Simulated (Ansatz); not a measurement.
# Rh: the cost of one run

Program: the Python package of Ansatz 0.2.0. Level of theory: DFT PBEsol, plane waves, PAW. These are calculated values, not measurements.

This is Rh in the hcp structure; at room conditions it is fcc.

### 1 Starting point

It takes space group P6_3/mmc (No. 194, hexagonal). Conventional cell: a = 2.731 Å, b = 2.731 Å, c = 4.428 Å, α = 90.00°, β = 90.00°, γ = 120.00°. Rh (site symmetry -6m2) has 12 Rh at 2.72 to 2.73 Å as nearest neighbours.

No structure file is read: the coordinates are typed or built in the script.

### 2 The code

rh_push.py

```python
'''Frozen displacement of one atom in Rh.'''

import ansatz as az
import numpy as np

vectors = np.array([
    [2.73098, 0.0, 0.0],
    [-1.36549, 2.3651, 0.0],
    [0.0, 0.0, 4.42849],
])
xtal = (
    az.Lattice.of(vectors)
    .atom('Rh', (2 / 3, 1 / 3, 0.75))
    .atom('Rh', (1 / 3, 2 / 3, 0.25))
)

inverse = np.linalg.inv(np.array(xtal.lattice.vectors))
home = np.array(xtal.sites[1].position)
values = np.linspace(-0.1, 0.1, 5)
energies, pulls = [], []
for shift in values:
    moved = xtal.move(1, to=home + shift * inverse[2])
    calculation = (
        moved.calculation()
        .functional('pbesol')
        .occupations(az.OccupationsMethod.FERMI_DIRAC, width=0.1)
        .kpoints(10, 10, 5)
        .forces()
    )
    r = calculation.run(threads=1).report
    energies.append(r['free_energy_ev'])
    pulls.append(r['forces_ev_ang'][1][2])

# the force is minus the slope of the free energy
print('shift (A)   dE (eV)   force along z (eV/A)')
for shift, e, f in zip(values, energies, pulls):
    print(f'{shift:8.3f} {e - energies[2]:10.5f} {f:12.4f}')
print(f'stiffness from energies {2 * np.polyfit(values, energies, 2)[0]:.3f}, from forces {-np.polyfit(values, pulls, 1)[0]:.3f} eV/A^2')
```

### 3 Launch

Run with:

```
$ python rh_push.py
```

Q: Estimate wall time and peak memory on 1 thread of Arm Neoverse V2, shared host.

About 6.3 s, with a peak of 0.37 GiB.
